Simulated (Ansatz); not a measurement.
# Al3Si8N3: the cost of one run

Method: DFT PBE, scalar-relativistic, plane waves, PAW, in Ansatz 0.2.0.

## (1) The system as given

The cell holds 14 atoms (Al3N3Si8): a = 5.779 Å, b = 5.948 Å, c = 6.533 Å, α = 88.72°, β = 94.71°, γ = 91.30°.

It is the last frame of an earlier stage of the same melt, run at 4000 K.

As a file:

```xyz
14
Lattice="5.7732 -0.0649 -0.2515 -0.0649 5.9471 0.0685 -0.2515 0.0685 6.5274" Properties=species:S:1:pos:R:3 pbc="T T T"
Al    2.4414    5.2582    0.8845
Al    0.4260    0.5283    2.0450
Al    0.2016    5.7921    4.7762
N     4.9670    1.5922    0.8995
N     4.0448    1.6205    6.2414
N     0.9595    5.0942    1.1735
Si    4.7538    2.8202    5.0618
Si    0.2175    3.5855    0.7681
Si    3.8544    4.9448    5.7063
Si    1.6616    2.9840    5.6181
Si    3.8627    4.0082    3.2505
Si    0.9920    3.1268    3.2325
Si    3.2541    1.1881    2.4385
Si    2.6523    1.0863    5.0225
```

## (2) Dynamics at 2880 K

One k point, a Fermi-Dirac width of 0.248 eV and a fixed cell.

The input, input.yaml:

```yaml
crystal:
  lattice:
    - [5.773205, -0.064851, -0.251537]
    - [-0.064851, 5.947139, 0.068497]
    - [-0.251537, 0.068497, 6.527354]
  atoms:
    - { symbol: Al, position: [0.43908671, 0.8872918275, 0.1431152551] }
    - { symbol: Al, position: [0.0885246028, 0.0861666092, 0.3158106867] }
    - { symbol: Al, position: [0.0773429245, 0.9664327633, 0.7245544428] }
    - { symbol: "N", position: [0.8707797269, 0.2752868086, 0.1684685204] }
    - { symbol: "N", position: [0.7464315044, 0.2693112936, 0.9821352021] }
    - { symbol: "N", position: [0.1835659589, 0.8565374412, 0.1778720421] }
    - { symbol: Si, position: [0.8637699052, 0.4743738746, 0.8037869937] }
    - { symbol: Si, position: [0.0493662475, 0.6021361501, 0.113252926] }
    - { symbol: Si, position: [0.7158582504, 0.8289833852, 0.8931045586] }
    - { symbol: Si, position: [0.3312065378, 0.4953692674, 0.8682652306] }
    - { symbol: Si, position: [0.699226842, 0.6756392034, 0.5178396715] }
    - { symbol: Si, position: [0.1993746878, 0.522210053, 0.4974200592] }
    - { symbol: Si, position: [0.5830879454, 0.2016059451, 0.3939317348] }
    - { symbol: Si, position: [0.4957086033, 0.1790049038, 0.7866735643] }
  symmetry: { detect: false }
basis:
  ecutwfc: 420
  xc_grid: 1
kpoints:
  mp_grid: { grid: [1, 1, 1], shift: [0.25, 0.25, 0.25] }
hamiltonian:
  xc: pbe
scf:
  occupations: { method: fermi_dirac, width: 0.2482 }
  lower_state_search: "off"
  convergence: { dr2_threshold: 1.0e-05 }
output:
  forces: true
  stress: true
md:
  timestep: 2.0
  n_steps: 250
  ensemble: nvt_langevin
  friction: 0.03
  temperature: 2880.0
  initial_velocities: maxwell_boltzmann
  seed: 91358
```

Launch:

```bash
ansatz run input.yaml --threads 2 --pin off --max-ram 5120MiB --backend cpu --events-out ev --progress --plain --runs-dir out
```

**Question.** How long does this run take on 2 threads of Arm Neoverse V1, shared host, and how much memory does it need?

About 2.5 min, with a peak of 0.38 GiB.
